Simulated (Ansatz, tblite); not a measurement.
# [(RSn)12O14(OH)6]2+, R = Cl (Cl₁₂H₆O₂₀Sn₁₂ (+2)): which spin state is lowest

Is the singlet the ground state of [(RSn)12O14(OH)6]2+, R = Cl (Cl₁₂H₆O₂₀Sn₁₂ (+2))? Other spin states are computed and compared level by level.

The runs use Ansatz 0.2.0, Gaussian basis; as each input shows.

The runs, in order: triplet, at the geometry of the singlet (GFN1-xTB, GFN2-xTB, PBE0-D4/def2-SVP, PBE-D4/def2-SVP); the singlet's energies come from earlier runs.

2 further runs of the same task are left out: 1 that didn't finish, 1 set aside as unsound or not needed.

### Step 1. The structure

The geometry is that of the singlet, from an earlier relaxation (r2SCAN-D4/def2-SVP).

50 atoms, charge 2, spin multiplicity 1.

Bond lengths: Sn1–O13 2.107 Å, Sn1–O14 2.111 Å, Sn1–O15 2.111 Å, Sn1–O27 2.111 Å, Sn1–O28 2.111 Å, Sn1–Cl33 2.315 Å, Sn2–O13 2.107 Å, Sn2–O16 2.111 Å, Sn2–O17 2.111 Å, Sn2–O27 2.111 Å, Sn2–O29 2.111 Å, Sn2–Cl34 2.315 Å, Sn3–O13 2.107 Å, Sn3–O18 2.110 Å, Sn3–O19 2.111 Å, Sn3–O28 2.111 Å, Sn3–O29 2.111 Å, Sn3–Cl35 2.315 Å and more. Angles: O13–Sn1–O14 88.3°, O13–Sn1–O15 88.3°, O13–Sn1–O27 74.9°, O13–Sn1–O28 74.9°, O13–Sn1–Cl33 169.1°, O14–Sn1–O15 76.2°, O14–Sn1–O27 159.1°, O14–Sn1–O28 90.6°, O14–Sn1–Cl33 100.2°, O15–Sn1–O27 90.6°, O15–Sn1–O28 159.0°, O15–Sn1–Cl33 100.2°, O27–Sn1–O28 96.9°, O27–Sn1–Cl33 98.0°, O28–Sn1–Cl33 98.1°, O13–Sn2–O16 88.3°, O13–Sn2–O17 88.3°, O13–Sn2–O27 74.9° and more.

Sn takes a core potential in the def2 sets. No spin-orbit coupling is included. The ion is computed in the gas phase, without counter-ions or solvent.

### Step 2. Triplet at the fixed geometry, GFN1-xTB

Tight binding, by tblite at 300 K electronic temperature and without a spin-polarisation term:

```python
tblite.interface.Calculator('GFN1-xTB', numbers, positions, charge=2, uhf=2).singlepoint()
```

Energy -4844.4264 eV; 1.8 s.

### Step 3. Triplet at the fixed geometry, GFN2-xTB

Tight binding, by tblite at 300 K electronic temperature and without a spin-polarisation term:

```python
tblite.interface.Calculator('GFN2-xTB', numbers, positions, charge=2, uhf=2).singlepoint()
```

Energy -4456.1112 eV; 2.6 s.

### Step 4. Triplet at the fixed geometry, PBE0-D4/def2-SVP

Contents of in.yaml:

```yaml
crystal:
  periodic: [false, false, false]
  atoms:
    - {symbol: Sn, position_ang: [0.176471, 1.847122, 2.883030]}
    - {symbol: Sn, position_ang: [1.848502, 2.881989, 0.176838]}
    - {symbol: Sn, position_ang: [2.882620, 0.175206, 1.848390]}
    - {symbol: Sn, position_ang: [0.227822, 1.954059, -2.560766]}
    - {symbol: Sn, position_ang: [1.953500, -2.561508, 0.227063]}
    - {symbol: Sn, position_ang: [-2.561314, 0.227738, 1.953496]}
    - {symbol: Sn, position_ang: [-0.227738, -1.953988, 2.560742]}
    - {symbol: Sn, position_ang: [-1.953453, 2.561571, -0.227133]}
    - {symbol: Sn, position_ang: [2.561315, -0.227746, -1.953645]}
    - {symbol: Sn, position_ang: [-0.176458, -1.847146, -2.883081]}
    - {symbol: Sn, position_ang: [-1.848403, -2.881956, -0.176846]}
    - {symbol: Sn, position_ang: [-2.882563, -0.175176, -1.848439]}
    - {symbol: O, position_ang: [1.149014, 1.148142, 1.149023]}
    - {symbol: O, position_ang: [-0.772499, -0.032016, 3.033502]}
    - {symbol: O, position_ang: [-1.577679, 2.075850, 1.731719]}
    - {symbol: O, position_ang: [-0.031059, 3.033212, -0.771667]}
    - {symbol: O, position_ang: [2.076411, 1.731316, -1.577776]}
    - {symbol: O, position_ang: [1.731656, -1.579091, 2.076125]}
    - {symbol: O, position_ang: [3.033302, -0.772773, -0.031481]}
    - {symbol: O, position_ang: [-1.731550, 1.579124, -2.076165]}
    - {symbol: O, position_ang: [0.772489, 0.032052, -3.033552]}
    - {symbol: O, position_ang: [0.031152, -3.033126, 0.771632]}
    - {symbol: O, position_ang: [1.577707, -2.075852, -1.731830]}
    - {symbol: O, position_ang: [-2.076343, -1.731300, 1.577735]}
    - {symbol: O, position_ang: [-3.033303, 0.772833, 0.031359]}
    - {symbol: O, position_ang: [-1.148952, -1.148111, -1.149088]}
    - {symbol: O, position_ang: [1.012380, 3.568154, 1.990118]}
    - {symbol: O, position_ang: [1.989194, 1.010367, 3.569344]}
    - {symbol: O, position_ang: [3.569300, 1.988466, 1.012430]}
    - {symbol: O, position_ang: [-1.012439, -3.568144, -1.990167]}
    - {symbol: O, position_ang: [-1.989239, -1.010442, -3.569420]}
    - {symbol: O, position_ang: [-3.569224, -1.988399, -1.012387]}
    - {symbol: Cl, position_ang: [-0.507766, 2.813930, 4.871586]}
    - {symbol: Cl, position_ang: [2.815312, 4.870542, -0.507223]}
    - {symbol: Cl, position_ang: [4.871169, -0.508752, 2.815364]}
    - {symbol: Cl, position_ang: [0.377211, 3.324817, -4.384816]}
    - {symbol: Cl, position_ang: [3.323709, -4.386079, 0.374694]}
    - {symbol: Cl, position_ang: [-4.386023, 0.377252, 3.323330]}
    - {symbol: Cl, position_ang: [-0.376924, -3.324505, 4.384992]}
    - {symbol: Cl, position_ang: [-3.323787, 4.386051, -0.374777]}
    - {symbol: Cl, position_ang: [4.385896, -0.377399, -3.323634]}
    - {symbol: Cl, position_ang: [0.507667, -2.814022, -4.871641]}
    - {symbol: Cl, position_ang: [-2.815157, -4.870437, 0.507465]}
    - {symbol: Cl, position_ang: [-4.871163, 0.508665, -2.815396]}
    - {symbol: H, position_ang: [1.025113, 4.473736, 2.344387]}
    - {symbol: H, position_ang: [2.343082, 1.022857, 4.475082]}
    - {symbol: H, position_ang: [4.474995, 2.342441, 1.025315]}
    - {symbol: H, position_ang: [-1.025246, -4.473742, -2.344394]}
    - {symbol: H, position_ang: [-2.343663, -1.023799, -4.474942]}
    - {symbol: H, position_ang: [-4.475081, -2.341972, -1.024486]}
basis:
  gaussian: {orbitals: def2-SVP, fitting: {mean_field: def2-universal-jkfit}}
total_charge: 2
magnetization: {spin_polarized: true, initial_magnetization: 2}
hamiltonian: {xc: pbe0, dispersion: d4}
scf: {omitted_lower_state_checks: [starts]}
output: {orbitals: {seedname: orbitals}}
```

Launch:

```
$ ansatz run in.yaml --threads 11 --pin off --events-out ev --progress --plain --max-ram 174080MiB --backend cuda --devices 0, --max-vram 75GiB
```

The program printed:

```text
Functional definition: PBE0
  name "PBE0"
  cite "Adamo & Barone, J. Chem. Phys. 110, 6158 (1999) doi:10.1063/1.478522"
  cite "Perdew, Burke & Ernzerhof, Phys. Rev. Lett. 77, 3865 (1996) doi:10.1103/PhysRevLett.77.3865"
  parent pbe
  parameter a = 0.25
  parameter kappa = 0.804
  parameter beta = 0.06672455060314922
  exchange = (1 - a)*pbe_x(kappa = kappa, mu = beta*pi^2/3) + a*exact_x
  correlation = pbe_c(beta = beta)
these checks for a lower state are left out or cut short: starts
5800 factors; integrals over basis functions are off by at most 1.4e-1 eV
mean field evaluation 1: about -261049.9681 eV, gradient 1.6e2 eV
mean field evaluation 2: about -260736.2544 eV, gradient 3.1e2 eV
mean field evaluation 4: about -261129.0048 eV, gradient 4.3e1 eV
mean field evaluation 8: about -261137.3745 eV, gradient 6.5e0 eV
mean field evaluation 16: about -261137.7481 eV, gradient 2.7e-1 eV
mean field evaluation 32: about -261137.7676 eV, gradient 1.0e-1 eV
mean field -261137.78261098 eV, -9596.6365054070 hartree, gradient 5.9e-6 eV, S^2 2.003311; 0 other end points of the search recorded, 0 dependent functions left out
reference -261137.78268160 eV, -9596.6365080023 hartree; 317, 315 occupied and 521, 523 virtual orbitals, 5800 factors
Total energy: -261142.69527470 eV, -9596.8170424690 hartree
Checks for a lower state left out: starts
```

Run time: 2.1 min. Hardware: 1 × H100 with 11 threads of AMD EPYC 7R13, shared host; peak host memory 1.7 GiB.

From the report: HOMO -10.24 eV, LUMO -13.80 eV (over both spins; with the spin held, an empty level of the minority spin lies below the top filled one); ⟨S²⟩ 2.003 (pure: 2.00).

### Step 5. Triplet at the fixed geometry, PBE-D4/def2-SVP

start.molden holds the orbitals of an earlier run on this state, given as this run's starting guess.

in.yaml, as its differences from that of step 4:

```diff
@@ -54,6 +54,6 @@
 basis:
-  gaussian: {orbitals: def2-SVP, fitting: {mean_field: def2-universal-jkfit}}
+  gaussian: {orbitals: def2-SVP, fitting: {mean_field: def2-universal-jkfit}, initial_orbitals: start.molden}
 total_charge: 2
 magnetization: {spin_polarized: true, initial_magnetization: 2}
-hamiltonian: {xc: pbe0, dispersion: d4}
+hamiltonian: {xc: pbe, dispersion: d4}
 scf: {omitted_lower_state_checks: [starts]}
```

Launched as before.

The program printed:

```text
Functional definition: PBE
  name "PBE"
  cite "Perdew, Burke & Ernzerhof, Phys. Rev. Lett. 77, 3865 (1996) doi:10.1103/PhysRevLett.77.3865"
  parent pbe
  parameter kappa = 0.804
  parameter beta = 0.06672455060314922
  exchange = pbe_x(kappa = kappa, mu = beta*pi^2/3)
  correlation = pbe_c(beta = beta)
these checks for a lower state are left out or cut short: starts
5800 factors; integrals over basis functions are off by at most 1.4e-1 eV
mean field evaluation 1: about -261124.0533 eV, gradient 1.6e1 eV
mean field evaluation 2: about -261125.3654 eV, gradient 1.3e0 eV
mean field evaluation 4: about -261125.4000 eV, gradient 1.8e-1 eV
mean field evaluation 8: about -261125.4016 eV, gradient 1.5e-5 eV
mean field evaluation 16: about -261125.4016 eV, gradient 2.7e-6 eV
mean field -261125.40159474 eV, -9596.1815114523 hartree, gradient 2.7e-6 eV, S^2 2.000623; 0 other end points of the search recorded, 0 dependent functions left out
reference -261125.40168997 eV, -9596.1815149520 hartree; 317, 315 occupied and 521, 523 virtual orbitals, 5800 factors
Total energy: -261130.77153450 eV, -9596.3788530987 hartree
Checks for a lower state left out: starts
```

It took 31 s on 1 × H100 with 11 threads of AMD EPYC 7R13, shared host; peak host memory 1.7 GiB.

HOMO -10.13 eV, LUMO -12.93 eV (over both spins; with the spin held, an empty level of the minority spin lies below the top filled one); ⟨S²⟩ 2.001 (pure: 2.00).

### Step 6. Triplet less singlet, vertical

The singlet's energies are those of its earlier runs, whose logs aren't repeated here.

| level | triplet less singlet, vertical (kcal/mol) | time |
| --- | --- | --- |
| GFN1-xTB | +39.9 | 2.9 s |
| GFN2-xTB | +29.9 | 4.2 s |
| PBE-D4/def2-SVP | +62.9 | 40 s |
| PBE0-D4/def2-SVP | +96.4 | 2.3 min |

Times add the two runs; a level without a time comes out of a correlated run. Tight binding without a spin term can't rank spin states.

### Step 7. Results

```
                                               quantity                                       value
triplet less singlet, vertical, functionals in def2-SVP  +62.9 (PBE-D4) to +96.4 kcal/mol (PBE0-D4)
```

**Reading.** All functionals put the triplet above the singlet, over a spread of 33.5 kcal/mol. The checks for a lower triplet were left out, so another state of that spin may lie lower. These are electronic energies, without zero-point motion, entropy or surroundings.
